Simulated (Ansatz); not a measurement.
# C2H6ClSc: basis-set convergence

The task here is to estimate one member of a computed series from the others.

Computed with Ansatz 0.2.0, Gaussian basis. Level: one geometry, several basis sets.

Plan: PBE0-D4/def2-SVP; ωB97M-V/def2-SVP; PBE0-D4/def2-QZVPP; ωB97M-V/def2-QZVPP; the functionals' def2-TZVPP values are taken from earlier runs.

### The relaxed structure

An earlier PBE0-D4 in a triple-zeta def2 set relaxation fixed the geometry.

SMILES `[CH3][Sc]([CH3])[Cl]`, 10 atoms, charge 0, spin multiplicity 1.

Atoms are counted from 1 here; the program's logs count them from 0.

Bond lengths: C1–Sc2 2.165 Å, C1–H5 1.097 Å, C1–H6 1.098 Å, C1–H7 1.099 Å, Sc2–C3 2.164 Å, Sc2–Cl4 2.315 Å, C3–H8 1.097 Å, C3–H9 1.097 Å, C3–H10 1.099 Å. Angles: Sc2–C1–H5 113.3°, Sc2–C1–H6 111.5°, Sc2–C1–H7 110.7°, H5–C1–H6 107.8°, H5–C1–H7 106.6°, H6–C1–H7 106.5°, C1–Sc2–C3 115.4°, C1–Sc2–Cl4 122.5°, C3–Sc2–Cl4 122.1°, Sc2–C3–H8 111.8°, Sc2–C3–H9 112.5°, Sc2–C3–H10 111.2°, H8–C3–H9 107.6°, H8–C3–H10 107.1°, H9–C3–H10 106.3°.

Set-up of the first run:

File in.yaml:

```yaml
crystal:
  periodic: [false, false, false]
  atoms:
    - {symbol: C, position_ang: [-0.973115, 1.517437, -0.428658]}
    - {symbol: Sc, position_ang: [-0.292259, -0.533085, -0.559364]}
    - {symbol: C, position_ang: [1.219024, -1.102716, 0.880811]}
    - {symbol: Cl, position_ang: [-1.144921, -2.029751, -2.106386]}
    - {symbol: H, position_ang: [-2.005637, 1.654980, -0.771193]}
    - {symbol: H, position_ang: [-0.906367, 1.899565, 0.598293]}
    - {symbol: H, position_ang: [-0.346142, 2.174916, -1.047937]}
    - {symbol: H, position_ang: [1.354157, -0.336860, 1.654968]}
    - {symbol: H, position_ang: [0.983587, -2.048179, 1.385903]}
    - {symbol: H, position_ang: [2.194775, -1.247408, 0.396462]}
basis:
  gaussian: {orbitals: def2-SVP}
hamiltonian: {xc: pbe0, dispersion: d4}
output: {orbitals: {seedname: orbitals}}
```

Command:

```bash
ansatz run in.yaml --threads 4 --pin off --events-out ev --progress --plain --max-ram 10444MiB
```

Steps of the session up to this table: PBE0-D4 in def2-SVP; ωB97M-V in def2-SVP; PBE0-D4 in def2-QZVPP; ωB97M-V in def2-QZVPP.

One of the session's tables, all rows but one given; the rest of the session is left out.

It belongs to the step «Functionals by basis». 

| functional | basis | HOMO (eV) | LUMO (eV) |
| --- | --- | --- | --- |
| PBE0-D4 | def2-SVP | ? | ? |
| PBE0-D4 | def2-TZVPP | -7.18 | -2.25 |
| PBE0-D4 | def2-QZVPP | -7.20 | -2.25 |
| ωB97M-V | def2-SVP | -9.46 | -0.50 |
| ωB97M-V | def2-TZVPP | -9.51 | -0.62 |
| ωB97M-V | def2-QZVPP | -9.53 | -0.66 |

**Question.** Estimate the row for PBE0-D4, def2-SVP.

As computed: HOMO (eV): -7.15; LUMO (eV): -2.20. In the column «HOMO (eV)» it is the highest.
